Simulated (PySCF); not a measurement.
# C2H8Ge2OSi: electronic excitations

Aim: predict the electronic excitations of C2H8Ge2OSi (`C#[C][Ge@H]([GeH3])[SiH2]O`).

Programs: PySCF 2.14.0, with density-fitted response routines of our own. Each step states its level of theory. These are calculated values for one molecule in the gas phase, unless marked as measured. Atoms are numbered from 0 throughout.

### 1 The molecule as given

14 atoms, charge 0, multiplicity 1; geometry from: GFN2-xTB.

Bonds of the start (Å): C0–C1 1.20, C1–Ge2 1.91, Ge2–Ge3 2.40, Ge2–Si4 2.34, Si4–O5 1.63, C0–H6 1.05, Ge2–H7 1.53, Ge3–H8 1.50, Ge3–H9 1.50, Ge3–H10 1.50, Si4–H11 1.47, Si4–H12 1.47, O5–H13 0.95.

### 2 Excited states and response: CAM-B3LYP/def2-SVPD

The job: settings as JSON, then the geometry in Å.

```
{"job": {"kind": "uv", "xc": "CAM-B3LYP", "basis": "def2-SVPD", "nstates": 8, "ntriplets": 3}, "charge": 0, "multiplicity": 1}
C     -1.885144     2.596477    -0.253590
C     -1.208092     1.603318    -0.315899
Ge    -0.164795     0.005663    -0.357733
Ge    -1.457976    -1.670116     0.776360
Si     2.006177     0.467465     0.381492
O      2.475471    -1.022290     0.831133
H     -2.473112     3.469894    -0.213622
H     -0.215440    -0.332838    -1.845013
H     -2.576551    -1.110342     1.612043
H     -0.670774    -2.517442     1.736803
H     -2.127507    -2.668985    -0.128430
H      2.058999     1.386957     1.522274
H      2.891128     0.990121    -0.663392
H      3.346937    -1.198357     1.175432
```

With the program's defaults for keys left out, this is: TDDFT CAM-B3LYP/def2-SVPD, vertical, gas phase, core orbitals frozen in the response.

Run with:

```bash
$ OMP_NUM_THREADS=1 python probes_run.py task.json out
```

One launch serves the whole session: the jobs run in the order shown.

Output:

```text
coarse grid: 56560 points
cycle   1  E = -4599.0356023008  dE = -6.805e-01  |g| = 8.795e-01  |ddm| = 7.727e+00
cycle   2  E = -4598.9830127493  dE =  5.259e-02  |g| = 1.060e+00  |ddm| = 2.272e+00
cycle   3  E = -4599.1665710143  dE = -1.836e-01  |g| = 1.064e-01  |ddm| = 1.165e+00
cycle   4  E = -4599.1685368054  dE = -1.966e-03  |g| = 4.073e-02  |ddm| = 2.220e-01
cycle   5  E = -4599.1687971673  dE = -2.604e-04  |g| = 5.962e-03  |ddm| = 8.929e-02
cycle   6  E = -4599.1688037650  dE = -6.598e-06  |g| = 2.893e-03  |ddm| = 2.404e-02
final grid: 114608 points
cycle   7  E = -4599.1687844314  dE =  2.498e-06  |g| = 4.403e-03  |ddm| = 1.350e-02
cycle   8  E = -4599.1687760978  dE =  8.334e-06  |g| = 7.289e-03  |ddm| = 1.550e-02
cycle   9  E = -4599.1687891845  dE = -1.309e-05  |g| = 3.518e-04  |ddm| = 9.684e-03
cycle  10  E = -4599.1687892114  dE = -2.698e-08  |g| = 2.438e-05  |ddm| = 5.409e-04
cycle  11  E = -4599.1687892117  dE = -2.565e-10  |g| = 2.001e-05  |ddm| = 1.219e-04
converged SCF energy = -4599.1687892117

Static polarisability (au): isotropic 117.485, principal 94.722 127.147 130.587

Singlet excitations
state   eV       nm        f      main configurations
  1   5.9839    207.2   0.07309   H->L 0.42, H-1->L 0.15
  2   6.1604    201.3   0.02275   H->L+1 0.40, H->L 0.19, H->L+7 0.10
  3   6.2691    197.8   0.08126   H->L 0.16, H-1->L 0.16, H-1->L+2 0.14
  4   6.3704    194.6   0.02692   H->L+3 0.19, H-1->L+1 0.12, H-1->L+3 0.09
  5   6.6569    186.2   0.01343   H-1->L 0.43, H-1->L+1 0.16, H-1->L+3 0.09
  6   6.8905    179.9   0.03460   H->L+1 0.18, H->L+7 0.15, H-2->L+1 0.13
  7   6.9738    177.8   0.00536   H-3->L 0.41, H-4->L 0.30
  8   7.1962    172.3   0.11804   H-1->L+1 0.38, H->L+2 0.30, H-1->L+2 0.08

Triplet excitations (Tamm-Dancoff, eV): 5.0829 5.4095 5.5363
```

It took 2 min on 1 thread of Arm Neoverse N1, shared host; peak memory 1 GiB.

The orbitals next to the gap, with their largest atomic shares:

```csv
orbital,eV,atoms
HOMO−3,-10.30,"O5 16 %, Si4 15 %, H11 11 %"
HOMO−2,-10.16,"C1 25 %, C0 21 %, Ge2 14 %"
HOMO−1,-9.17,"C1 32 %, C0 32 %, Ge2 12 %"
HOMO,-8.82,"C1 22 %, C0 21 %, Ge2 17 %"
LUMO,0.00,"Si4 25 %, Ge2 16 %, Ge3 13 %"
LUMO+1,0.70,"Ge2 27 %, Ge3 19 %, Si4 12 %"
LUMO+2,0.99,"Ge2 20 %, Si4 17 %, Ge3 13 %"
```

With each of the 8 states as a Gaussian band of 0.4 eV half-width at 1/e, the curve within the window shown has maxima at 200 nm (ε 7,500), 174 nm (ε 6,000) L/(mol cm). Beyond the last state computed it falls off for lack of states. The curve at chosen wavelengths:

(nm, ε (L/mol/cm)): (165, 2911), (168, 4480), (170, 5329), (173, 5986), (175, 5980), (178, 5519), (180, 5117), (183, 4705), (185, 4681), (188, 5067), (191, 5819), (193, 6386), (196, 7104), (198, 7384), (201, 7406), (203, 7148), (206, 6416), (209, 5406), (211, 4663), (214, 3560), (216, 2883), (219, 2010), (221, 1536), (224, 985), (226, 714), (229, 424)

Ground-state properties from the same run:

```csv
property,computed
dipole moment (D),2.09
polarisability (Å³),17.41
HOMO–LUMO gap (eV),8.83
−ε(HOMO) (eV),8.82
```

### 3 What came out

| quantity | value |
| --- | --- |
| lowest singlet (CAM-B3LYP/def2-SVPD) | 5.98 eV (207 nm), f = 0.073 |
| brightest single state of those computed | state 8, 7.20 eV, f = 0.118 |
| lowest triplet | 5.08 eV |

What this shows: The lowest singlet, at 5.98 eV, is HOMO→LUMO 0.42, HOMO−1→LUMO 0.15 and is bright; of the 8 states computed, the strongest absorption comes from state 8 at 7.20 eV (the last computed, so partners may be missing). The lowest triplet lies 0.90 eV below the lowest singlet (triplets in Tamm-Dancoff, singlets in full TDDFT).
